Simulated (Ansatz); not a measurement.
# C₂H₂BrF: basis-set convergence

The task here is to estimate one member of a computed series from the others.

Computed with Ansatz 0.2.0, Gaussian basis. Level: one geometry, several basis sets.

The runs, in order: PBE0-D4/def2-SVP; ωB97M-V/def2-SVP; PBE0-D4/def2-QZVPP; the functionals' def2-TZVPP values are taken from earlier runs.

### Structure used throughout

All runs share one geometry, relaxed beforehand with PBE0-D4 in a triple-zeta def2 set.

SMILES `C=C(F)Br`, 6 atoms, charge 0, spin multiplicity 1.

Atoms are counted from 1 here; the program's logs count them from 0.

Bond lengths: C1–C2 1.317 Å, C1–H5 1.082 Å, C1–H6 1.078 Å, C2–F3 1.324 Å, C2–Br4 1.874 Å. Angles: C2–C1–H5 119.4°, C2–C1–H6 120.6°, H5–C1–H6 120.0°, C1–C2–F3 122.8°, C1–C2–Br4 125.2°, F3–C2–Br4 112.0°.

As a file:

```mol
C2H2BrF
  3D, bonds by distance, orders not assigned

  6  5  0  0  0  0  0  0  0  0999 V2000
    0.6111    0.1532    0.4592 C   0  0
   -0.4662   -0.0428   -0.2730 C   0  0
   -1.5842    0.6450   -0.1033 F   0  0
   -0.6176   -1.2975   -1.6559 Br  0  0
    0.5953    0.9060    1.2367 H   0  0
    1.5037   -0.4279    0.2903 H   0  0
  1  2  8  0
  2  3  8  0
  2  4  8  0
  1  5  8  0
  1  6  8  0
M  END
```

The first run:

Contents of in.yaml:

```yaml
crystal:
  periodic: [false, false, false]
  atoms:
    - {symbol: C, position_ang: [0.611056, 0.153237, 0.459182]}
    - {symbol: C, position_ang: [-0.466170, -0.042750, -0.272967]}
    - {symbol: F, position_ang: [-1.584204, 0.644970, -0.103326]}
    - {symbol: Br, position_ang: [-0.617584, -1.297523, -1.655944]}
    - {symbol: H, position_ang: [0.595286, 0.906001, 1.236686]}
    - {symbol: H, position_ang: [1.503714, -0.427936, 0.290267]}
basis:
  gaussian: {orbitals: def2-SVP}
hamiltonian: {xc: pbe0, dispersion: d4}
output: {orbitals: {seedname: orbitals}}
```

On the command line:

```
$ ansatz run in.yaml --threads 2 --pin off --events-out ev --progress --plain --max-ram 32768MiB --backend cpu
```

Steps of the session up to this table: PBE0-D4 in def2-SVP; ωB97M-V in def2-SVP; PBE0-D4 in def2-QZVPP.

One table of the session follows, with a row left open; its other results are not shown here.

It belongs to the step «Functionals by basis». 

| functional | basis | HOMO (eV) | LUMO (eV) |
| --- | --- | --- | --- |
| PBE0-D4 | def2-SVP | -7.50 | 0.07 |
| PBE0-D4 | def2-TZVPP | -7.59 | -0.17 |
| PBE0-D4 | def2-QZVPP | -7.60 | -0.25 |
| ωB97M-V | def2-SVP | -9.68 | 2.35 |
| ωB97M-V | def2-TZVPP | ? | ? |

Estimate the missing values for ωB97M-V, def2-TZVPP.

**Answer.** HOMO (eV): -9.78; LUMO (eV): 2.00. In the column «HOMO (eV)» it is the lowest.
